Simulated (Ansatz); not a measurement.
# ClFH2NNbS: a ladder of functionals and wavefunction methods

The task here is to estimate one member of a computed series from the others.

Program: Ansatz 0.2.0, Gaussian basis. Level of theory: functionals in def2-TZVPP, the program's frozen cores in correlated methods. These are calculated values, not measurements.

Levels to be run: LDA (SPW92), PBE-D4, revPBE-D4, BLYP-D4, r2SCAN-D4, B97M-V, PBE0-D4, B3LYP-D4, r2SCANh-D4, r2SCAN0-D4, HSE06-D4, BHLYP-D4, CAM-B3LYP-D4, LC-ωPBE, ωB97X-V, ωB97M-V, B2PLYP, PBE-QIDH; CCSD(T)/def2-SVP; CCSD(T)/def2-TZVPP; MP2/def2-QZVPP; extrapolation to the limit; RPA on PBE.

## Structure used throughout

All runs share one geometry, relaxed beforehand with PBE0-D4 in a triple-zeta def2 set. Nb takes the def2 core potential; no spin-orbit term is included.

SMILES `[NH2][Nb]([F])(=[S])[Cl]`, 7 atoms, charge 0, spin multiplicity 1.

Atoms are counted from 1 here; the program's logs count them from 0.

Bond lengths: N1–Nb2 1.934 Å, N1–H6 1.009 Å, N1–H7 1.013 Å, Nb2–F3 1.862 Å, Nb2–S4 2.130 Å, Nb2–Cl5 2.289 Å. Angles: Nb2–N1–H6 127.1°, Nb2–N1–H7 121.8°, H6–N1–H7 111.1°, N1–Nb2–F3 109.9°, N1–Nb2–S4 104.7°, N1–Nb2–Cl5 109.4°, F3–Nb2–S4 111.4°, F3–Nb2–Cl5 110.3°, S4–Nb2–Cl5 110.9°.

Coordinates:

```mol
ClFH2NNbS
  3D, bonds by distance, orders not assigned

  7  6  0  0  0  0  0  0  0  0999 V2000
   -0.7411    0.6472    0.6965 N   0  0
    0.4796   -0.4316   -0.3460 Nb  0  0
    1.8155   -1.1206    0.7530 F   0  0
   -0.7304   -1.9809   -1.1651 S   0  0
    1.3997    0.8504   -2.0047 Cl  0  0
   -1.7363    0.5145    0.7970 H   0  0
   -0.4259    1.4529    1.2235 H   0  0
  1  2  8  0
  2  3  8  0
  2  4  8  0
  2  5  8  0
  1  6  8  0
  1  7  8  0
M  END
```

The first run:

File in.yaml:

```yaml
crystal:
  periodic: [false, false, false]
  atoms:
    - {symbol: N, position_ang: [-0.741120, 0.647196, 0.696545]}
    - {symbol: Nb, position_ang: [0.479577, -0.431649, -0.345999]}
    - {symbol: F, position_ang: [1.815532, -1.120620, 0.753031]}
    - {symbol: S, position_ang: [-0.730435, -1.980895, -1.165079]}
    - {symbol: Cl, position_ang: [1.399697, 0.850429, -2.004721]}
    - {symbol: H, position_ang: [-1.736283, 0.514539, 0.796999]}
    - {symbol: H, position_ang: [-0.425870, 1.452900, 1.223524]}
basis:
  gaussian: {orbitals: def2-TZVPP}
hamiltonian: {xc: lda}
output: {orbitals: {seedname: orbitals}}
```

Launch:

```console
$ ansatz run in.yaml --threads 4 --pin off --events-out ev --progress --plain --max-ram 10444MiB
```

Among the steps run: LDA; PBE-D4 (GGA); revPBE-D4 (GGA); BLYP-D4 (GGA); r2SCAN-D4 (meta-GGA); B97M-V (meta-GGA); PBE0-D4 (hybrid); B3LYP-D4 (hybrid); r2SCANh-D4 (hybrid); r2SCAN0-D4 (hybrid); HSE06-D4 (hybrid); BHLYP-D4 (hybrid); CAM-B3LYP-D4 (range-separated); LC-ωPBE (range-separated); ωB97X-V (range-separated); ωB97M-V (range-separated); B2PLYP (double hybrid); PBE-QIDH (double hybrid).

One of the session's tables, all rows but one given; the rest of the session is left out.

It belongs to the step «Orbital energies across the functionals». 

```
  functional  HOMO (eV)  LUMO (eV)  gap (eV)
 LDA (SPW92)      -7.01      -3.53      3.48
      PBE-D4      -6.84      -3.33      3.51
   revPBE-D4      -6.78      -3.26      3.52
     BLYP-D4      -6.66      -3.19      3.47
   r2SCAN-D4      -7.14      -3.28      3.86
      B97M-V      -7.16      -3.21      3.95
     PBE0-D4      -8.04      -2.60      5.44
    B3LYP-D4      -7.79      -2.78      5.01
  r2SCANh-D4      -7.58      -2.99      4.59
  r2SCAN0-D4          ?          ?         ?
    HSE06-D4      -7.65      -2.98      4.67
    BHLYP-D4      -9.06      -1.68      7.38
CAM-B3LYP-D4      -9.29      -1.52      7.77
     LC-ωPBE     -10.63      -0.46     10.17
     ωB97X-V     -10.29      -0.50      9.79
     ωB97M-V     -10.14      -0.52      9.62
```

Estimate the missing values for r2SCAN0-D4.

Worked estimate for «HOMO (eV)». Against the share of exact exchange, r2SCAN-D4 (0, -7.14), r2SCANh-D4 (0.1, -7.58) give a slope of -4.40 per unit share; at 0.25 the line stands at -8.24.

As computed: HOMO (eV): -8.24; LUMO (eV): -2.56; gap (eV): 5.68. In «HOMO (eV)» the line misses by 0.00.
